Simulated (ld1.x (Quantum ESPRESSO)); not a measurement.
# Mo: variants of one TM potential, part 2 of 2

Aim: generate and test one potential in full, then change one design choice at a time and see what happens to hardness, ghosts and transferability.

ld1.x (Quantum ESPRESSO) 7.5; first potential PBE, scalar-relativistic. The steps go on from the part before.

## (6) Variant: functional PBEsol

File Mo.in:

```
 &input
   title='Mo', zed=42., rel=1, dft='PBESOL', iswitch=3,
   config='[Kr] 4d4 5s0 5p0',
   nld=3, rlderiv=1.80, eminld=-8.0, emaxld=5.0, deld=0.04
 /
 &inputp
   pseudotype=2, tm=.true., lloc=1,
   nlcc=.true., new_core_ps=.true., rcore=1.05,
   file_pseudopw='Mo.UPF', file_wfcaegen='ae.wfc', file_wfcncgen='nc.wfc', file_beta='beta', file_chi='chi'
 /
3
4S  1  0   2.00   0.00  1.10  1.10  0.0
4D  3  2   4.00   0.00  1.50  1.50  0.0
4P  2  1   6.00   0.00  1.65  1.65  0.0
 &test
   configts(1)='4s2 4p6 4d4 5s0 5p0'
 /
```

The run is started by

```sh
$ ld1.x < Mo.in > Mo.out
```

What the program wrote to Mo.out (without the banner and most projector matrices):

```text
     Program LD1 v.7.5
     --------------------------- All-electron run ----------------------------

     Mo
     scalar relativistic calculation

     atomic number is 42.00
     dft =PBESOL   lsd =0 sic =0 latt =0  beta=0.20 tr2=1.0E-14
     Exchange-correlation= PBESOL
                           (   1   4  10   8   0   0   0)
     mesh =1229 r(mesh) = 100.71859 a.u. xmin = -7.00 dx = 0.01250
     1 Ry =  13.60569312 eV, c = 137.03599908

     n l     nl                  e(Ry)          e(Ha)          e(eV)
     1 0     1S 1( 2.00)     -1457.3952      -728.6976    -19828.8719
     2 0     2S 1( 2.00)      -207.0216      -103.5108     -2816.6719
     2 1     2P 1( 6.00)      -185.2557       -92.6279     -2520.5326
     3 0     3S 1( 2.00)       -36.3505       -18.1752      -494.5733
     3 1     3P 1( 6.00)       -29.2192       -14.6096      -397.5480
     4 0     4S 1( 2.00)        -6.0772        -3.0386       -82.6843
     4 1     4P 1( 6.00)        -4.1676        -2.0838       -56.7024
     3 2     3D 1(10.00)       -17.6079        -8.8039      -239.5671
     4 2     4D 1( 4.00)        -1.5298        -0.7649       -20.8134
     5 0     5S 1( 0.00)        -1.2945        -0.6472       -17.6123
     5 1     5P 1( 0.00)        -0.9216        -0.4608       -12.5396

     final scf error:  4.4E-15 reached in  24 iterations

     Etot =   -8091.234030 Ry,   -4045.617015 Ha, -110086.847205 eV

     Ekin =    8342.215365 Ry,    4171.107682 Ha,  113501.622221 eV
     Encl =  -19451.147450 Ry,   -9725.573725 Ha, -264646.343088 eV
     Eh   =    3259.222736 Ry,    1629.611368 Ha,   44343.984366 eV
     Exc  =    -241.524682 Ry,    -120.762341 Ha,   -3286.110704 eV

     normalization and overlap integrals

     s(1S/1S) =  1.000000  <r> =   0.0352  <r2> =    0.0017  r(max) =   0.0229
     s(2S/2S) =  1.000000  <r> =   0.1538  <r2> =    0.0279  r(max) =   0.1303
     s(2P/2P) =  1.000000  <r> =   0.1340  <r2> =    0.0219  r(max) =   0.1041
     s(3S/3S) =  1.000000  <r> =   0.4292  <r2> =    0.2110  r(max) =   0.3819
     s(3P/3P) =  1.000000  <r> =   0.4308  <r2> =    0.2160  r(max) =   0.3771
     s(4S/4S) =  1.000000  <r> =   1.1038  <r2> =    1.3808  r(max) =   0.9874
     s(4P/4P) =  1.000000  <r> =   1.2274  <r2> =    1.7254  r(max) =   1.0643
     s(3D/3D) =  1.000000  <r> =   0.4154  <r2> =    0.2075  r(max) =   0.3206
     s(4D/4D) =  1.000000  <r> =   1.7233  <r2> =    3.5408  r(max) =   1.3496
     s(5S/5S) =  1.000000  <r> =   2.9251  <r2> =    9.6172  r(max) =   2.6178
     s(5P/5P) =  1.000000  <r> =   3.5210  <r2> =   13.9594  r(max) =   3.1184

     ------------------------ End of All-electron run ------------------------

     --------------------- Generating NC pseudopotential ---------------------

      Generating local pot.: lloc=1, matching radius rcloc =   1.6500

      Computing core charge for nlcc:

       r > 1.05 : true rho core
      Core charge pseudized with two Bessel functions
      Integrated core pseudo-charge :   4.04

      Wfc   4S  rcut= 1.091  Using Troullier-Martins method

      Wfc   4D  rcut= 1.510  Using Troullier-Martins method

     ------------------- End of pseudopotential generation -------------------

     [... the all-electron block is printed once more ...]


     Computing logarithmic derivative in   1.81049
     Computing logarithmic derivative in   1.81049
     Computing the partial wave expansion
     R is outside the sphere for l=    0 j= 0.00
       no projector for channel:   1
     R is outside the sphere for l=    2 j= 0.00

     ---------------------- Testing the pseudopotential ----------------------

     Mo
     scalar relativistic calculation

     atomic number is 42.00   valence charge is 14.00
     dft =PBESOL   lsd =0 sic =0 latt =0  beta=0.20 tr2=1.0E-14
     mesh =1229 r(mesh) = 100.71859 xmin = -7.00 dx = 0.01250

     n l     nl             e AE (Ry)        e PS (Ry)    De AE-PS (Ry)
     1 0     4S   1( 2.00)       -6.07718       -6.07727        0.00009
     2 1     4P   1( 6.00)       -4.16755       -4.16756        0.00001
     3 2     4D   1( 4.00)       -1.52975       -1.52975       -0.00001
     2 0     5S   1( 0.00)       -1.29448       -1.30630        0.01182  !
     3 1     5P   1( 0.00)       -0.92164       -0.93229        0.01065  !

     eps = 1.6E-15  iter = 18

     Etot =   -8091.234030 Ry,   -4045.617015 Ha, -110086.847205 eV
     Etotps =  -142.566766 Ry,     -71.283383 Ha,   -1939.719663 eV

     Ekin =      43.966930 Ry,      21.983465 Ha,     598.200551 eV
     Encl =    -257.461997 Ry,    -128.730998 Ha,   -3502.948920 eV
     Ehrt =      95.235435 Ry,      47.617718 Ha,    1295.744104 eV
     Ecxc =     -23.846335 Ry,     -11.923167 Ha,    -324.445910 eV
     (Ecc =      -7.843261 Ry,      -3.921631 Ha,    -106.713007 eV)
     Epseu=      -0.460799 Ry,      -0.230399 Ha,      -6.269488 eV

     ---------------------- End of pseudopotential test ----------------------
```

Wall time 1.9 s (1 thread, shared host). This counts the later configuration tests of the new file too.

The new file went through the configuration test as well (its log is not shown).

File Mo.test.in:

```
 &input
   title='Mo', zed=42., rel=1, dft='PBESOL', iswitch=2,
   config='[Kr] 4d4 5s0 5p0'
 /
 &test
   file_pseudo='Mo.UPF', nconf=8,
   configts(1)='4s2 4p6 4d4 5s0 5p0',
   configts(2)='4s2 4p6 4d5 5s1 5p0',
   configts(3)='4s2 4p6 4d5 5s0 5p0',
   configts(4)='4s2 4p6 4d3 5s0 5p0',
   configts(5)='4s1 4p6 4d5 5s1 5p0',
   configts(6)='4s2 4p6 4d4 5s1 5p0',
   configts(7)='4s2 4p6 4d5 5s0 5p1',
   configts(8)='4s2 4p6 4d2 5s0 5p0'
 /
```

Excitation and ionisation energies from 4s2 4p6 4d4 5s0 5p0, with the error of the potential.

```csv
valence configuration,charge,ΔE all-electron (eV),error AE − PS (meV)
4s2 4p6 4d5 5s1 5p0,0,-22.359,+90
4s2 4p6 4d5 5s0 5p0,+1,-15.455,+4.1
4s2 4p6 4d3 5s0 5p0,+3,26.724,+7.9
4s1 4p6 4d5 5s1 5p0,+1,47.803,+125
4s2 4p6 4d4 5s1 5p0,+1,-14.276,+130
4s2 4p6 4d5 5s0 5p1,0,-19.170,+45
4s2 4p6 4d2 5s0 5p0,+4,66.199,+41
```

With this change the loose cutoff stays at 100 Ry, the largest error in the tests that it solved is +130 meV (4s2 4p6 4d4 5s1 5p0) and there is no bound ghost.

## (7) Results

This closing draws on all 2 parts.

Cutoffs, loose and tight: the cutoffs (Ry, on a coarse ladder) from which the occupation-weighted sum of valence levels, in a spherical-Bessel basis at the reference potential, stays within 10 and 1 mRy of its value at 400 Ry; empty and scattering waves don't count. The number of plane waves in a given cell goes as the cutoff to the power 3/2; it is given for the loose cutoff, relative to the first potential. Test errors are all-electron less pseudo; runs with another core, reference, functional or relativity have tests of their own. The phase difference is the largest within 1 Ry of zero, over the channels with partial waves. A dash means not determined. The table holds 10 more runs of the series, not printed above.

```csv
change,outcome,"cutoff, loose","cutoff, tight","plane waves, relative",bound ghosts,largest test error (meV),phase difference near zero (rad)
first potential,generated,100 Ry,180 Ry,1.00,none,+127,0.073
functional PBEsol,generated,100 Ry,180 Ry,1.00,none,+130,0.075
"type PAW; waves now 4s (bound): rc 1.10 bohr; 5s (bound, empty): rc 1.10 bohr; 4p (bound): rcut 1.60, rcutus 1.65 bohr; 5p (bound, empty): rcut 1.60, rcutus 1.65 bohr; 4d (bound): rcut 1.30, rcutus 1.50 bohr; 4d channel at 1.25 Ry: rcut 1.30, rcutus 1.50 bohr; local potential all-electron potential smoothed inside 0.85 bohr (lloc = -1); augmentation BESSEL, radius 1.10 bohr",failed: invmat: error in DGETRF,–,–,–,–,–,–
reference 4s2 4p6 4d4 5s2 5p0,generated,100 Ry,180 Ry,1.00,none,-836,0.024
core correction Bessel-smoothed model core inside 0.80 bohr (was Bessel-smoothed model core inside 1.05 bohr),generated,100 Ry,180 Ry,1.00,none,+127,0.073
"all radii scaled by 1.05 (s 1.16, p 1.74, d 1.58 bohr)",generated,100 Ry,180 Ry,1.00,none,+162,0.163
waves 4d (bound): rc 1.82 bohr,generated,100 Ry,180 Ry,1.00,none,+127,0.136
local potential the d channel,generated,100 Ry,180 Ry,1.00,none,-68,0.023
waves 4s (bound): rc 1.18 bohr,generated,90 Ry,180 Ry,0.85,none,+132,0.078
waves 4p (bound): rc 2.12 bohr,generated,100 Ry,180 Ry,1.00,none,+266,0.458
core correction Bessel-smoothed model core inside 0.88 bohr (was Bessel-smoothed model core inside 1.05 bohr),generated,100 Ry,180 Ry,1.00,none,+127,0.073
"all radii scaled by 1.33 (s 1.46, p 2.20, d 2.00 bohr)",generated,70 Ry,100 Ry,0.59,none,+375,0.372
```

The softest is the variant "all radii scaled by 1.33 (s 1.46, p 2.20, d 2.00 bohr)", at 70 Ry; the highest cutoff read, 100 Ry, costs 1.7 times the plane waves. Among those with the same tests, the variant "local potential the d channel" has the smallest worst error, -68 meV. 1 of the changes stops the generator.

The first potential by itself. The worst unpolarised test, 4s2 4p6 4d4 5s1 5p0, is off by 127 meV on 14.3 eV; by total energies transferability rates as poor. Freezing the core alone would shift it much less, so the error comes from the pseudisation. The potential is hard: the looser tolerance needs 100 Ry. The slowest occupied level is 4s: taken alone it needs 160 Ry to come within 1 mRy, against 50 Ry for 4d. It is free of bound ghosts as far as tested.
